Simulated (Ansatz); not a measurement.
I need a single point from a YAML input of Nb2BS, space group P6_3/mmc. Use the Ansatz DFT code, driven from Python. Level of theory: PBE, PAW, the default cutoff (420 eV here), 8×8×2 k-points, cold smearing of 0.05 eV.

Input file `input.yaml`:
```yaml
crystal:
  lattice:
    - [3.373009, 0.0, 0.0]
    - [-1.686504, 2.921111, 0.0]
    - [0.0, 0.0, 11.697796]
  atoms:
    - { symbol: Nb, position: [0.333333, 0.666667, 0.100216] }
    - { symbol: Nb, position: [0.666667, 0.333333, 0.600216] }
    - { symbol: Nb, position: [0.666667, 0.333333, 0.899784] }
    - { symbol: Nb, position: [0.333333, 0.666667, 0.399784] }
    - { symbol: B, position: [0.0, 0.0, 0.0] }
    - { symbol: B, position: [0.0, 0.0, 0.5] }
    - { symbol: S, position: [0.333333, 0.666667, 0.75] }
    - { symbol: S, position: [0.666667, 0.333333, 0.25] }
kpoints:
  mp_grid: { grid: [8, 8, 2] }
hamiltonian:
  xc: pbe
scf:
  occupations: { method: cold, width: 0.05 }
output:
  stress: true
  eigenvalues: true
```

The script, `yaml_run_nb2bs.py`:
```python
# -*- coding: utf-8 -*-
'''Nb2BS from YAML text.'''

import logging
import sys

import ansatz as az
import numpy as np

logging.basicConfig(stream=sys.stdout, format='%(levelname)s:%(name)s:%(message)s')
logger = logging.getLogger('calc')
logger.setLevel(logging.INFO)


def main():
    planned = az.Session.from_deck('input.yaml').plan(threads=1, pin='off')
    done = planned.execute()
    data = done.report

    energy = data['free_energy_ev']
    logger.info('Nb2BS: {:.6f} eV = {:.6f} Ry = {:.6f} Ha'.format(energy, energy / 13.605693, energy / 27.211386))
    logger.info('Fermi level {:.4f} eV, {} k-points, {} symmetry operations'.format(data['fermi_energy_ev'], data['n_kpoints'], data['n_symmetry_ops']))

    gap = None if 'band_edges_ev' not in data else data['band_edges_ev'][1] - data['band_edges_ev'][0]
    print('gap on the k mesh:', 'withheld (metal, or smearing too wide to tell)' if gap is None else f'{gap:.3f} eV')
    print('lowest empty less highest filled band, by band count:', round(data['gap_by_band_count_ev'], 3), 'eV')

    # the stress is positive in compression
    sigma = data['stress_gpa']
    voigt = [sigma[0][0], sigma[1][1], sigma[2][2], sigma[1][2], sigma[0][2], sigma[0][1]]
    print('stress xx yy zz yz xz xy (GPa, compression positive):', ' '.join(f'{s:.3f}' for s in voigt))
    print('P =', round(10 * float(np.mean(voigt[:3])), 2), 'kbar')

    used = data['setup']
    print('cutoffs (eV):', used['ecut_ev'], used['ecutrho_ev'], ' FFT grid:', used['fft_dense'])
    logger.info('cell volume {:.3f} A^3, {} symmetry operations'.format(used['cell_volume_ang3'], used['n_sym_ops']))

    print('doubts on the final state:', data['published_state_doubts'] or 'none')
    print('warnings:', sorted({n['data']['kind'] for n in done.notices if n['data'].get('severity') in ('warning', 'doubt')}) or 'none')


if __name__ == '__main__':
    main()
```

Output of `python yaml_run_nb2bs.py`:
```text
DeckWarning: the atoms were moved onto the symmetric positions of the space group found under crystal.symmetry.tolerance 1.0e-5 (fractional; no operation is sought that the atoms, as they stand in a [...]
DeckWarning: basis.ecutwfc = 420 eV, auto-derived from the records' recommended cutoffs: set by Nb (normal level)
INFO:calc:Nb2BS: -20332.335306 eV = -1494.399095 Ry = -747.199547 Ha
INFO:calc:Fermi level 15.8722 eV, 20 k-points, 24 symmetry operations
gap on the k mesh: withheld (metal, or smearing too wide to tell)
lowest empty less highest filled band, by band count: -2.508 eV
stress xx yy zz yz xz xy (GPa, compression positive): -1.483 -1.483 -3.247 -0.000 -0.000 0.000
P = -20.71 kbar
cutoffs (eV): 420.0 1680.0  FFT grid: [24, 24, 80]
INFO:calc:cell volume 115.258 A^3, 24 symmetry operations
doubts on the final state: none
warnings: none
```
(Warnings from the package without file and line, shortened, repeats left out.)

Caveats:
- Total energies depend on the potentials; only differences at equal settings carry meaning. A total without «per atom» is that of the cell as typed.
- No spin polarisation was allowed.
- The mesh is modest for a metal, so energies can be off by several to tens of meV an atom and pressures by half a GPa or more; differences at equal mesh fare better.
- Only differences from the Fermi energy are physical; the zero of the scale is a convention.
- A gap by band count of zero or less means overlapping bands, a metal.
- This cell is a computed structure, which may not be the phase found in nature.
- Levels are Kohn-Sham eigenvalues on this mesh, without spin-orbit coupling.
- The whole script took 2.5 s on 1 thread of Intel(R) Xeon(R) 6975P-C (Granite Rapids) (shared host), peak memory 0.47 GiB.

(Lines on the test bed's own set-up are left out of the output.)
